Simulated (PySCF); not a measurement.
# BiH3N (Bi(NH3)3+): the cost of one run

The runs use PySCF 2.14.0; several levels, as the steps say, no spin–orbit coupling.

3 further runs of the same task are left out: 2 for a known fault of the program, 1 that didn't finish. Runs told in other sessions of the task aren't counted.

## 1. Where the work starts

5 atoms, charge 3, spin multiplicity 1.

Bond lengths: Bi1–N2 2.318 Å, N2–H3 1.053 Å, N2–H4 1.053 Å, N2–H5 1.053 Å. Angles: Bi1–N2–H3 113.5°, Bi1–N2–H4 113.5°, Bi1–N2–H5 113.5°, H3–N2–H4 105.2°, H3–N2–H5 105.2°, H4–N2–H5 105.2°.

Coordinates:

```xyz
5
charge 3, multiplicity 1
Bi    0.0000    0.0000   -0.1626
N     0.0000    0.0000    2.1554
H     0.9661    0.0000    2.5752
H    -0.4831    0.8367    2.5752
H    -0.4830   -0.8367    2.5752
```

Formal oxidation states: Bi +3. An earlier session relaxed this geometry at PBE0, Bi def2-SVP with ECP60, N def2-SVP, H def2-SVP (singlet, point group C3v).

At PBE0 on the finer grid: E = -269.555684 Eh, HOMO -29.27 eV, LUMO -23.43 eV, Mulliken charge on Bi1 +2.35 e, largest force component 0.006 eV/Å. 

Levels to run: B3LYP; HF; wB97X; TPSSh; PBE0, TZVP; PBE0, x2c-SVP. Hardware: 2 threads of Arm Neoverse V1, shared host.

## 2. B3LYP

File run.py (the lines that set the calculation):

```python
mol = gto.M(atom='''
Bi     0.00000     0.00000    -0.16258
N      0.00000     0.00000     2.15538
H      0.96610     0.00004     2.57520
H     -0.48308     0.83665     2.57520
H     -0.48302    -0.83669     2.57520''',
    basis={'Bi': 'def2-SVP', 'N': 'def2-SVP', 'H': 'def2-SVP'},
    ecp={'Bi': 'def2-SVP'},
    charge=3, spin=0)
mf = dft.RKS(mol, xc='B3LYP')
mf.grids.atom_grid = (75, 302)
mf = mf.density_fit()  # fitting sets: Bi def2-universal-JKFIT, N def2-universal-JKFIT, H def2-universal-JKFIT
mf.conv_tol = 1e-08; mf.max_cycle = 55
mf.kernel(dm0)  # dm0: the density of the relaxed state
```

On the command line:

```bash
$ OMP_NUM_THREADS=2 python run.py
```

**Question.** How long does this run take on 2 threads of Arm Neoverse V1, shared host?

About 1.2 s.
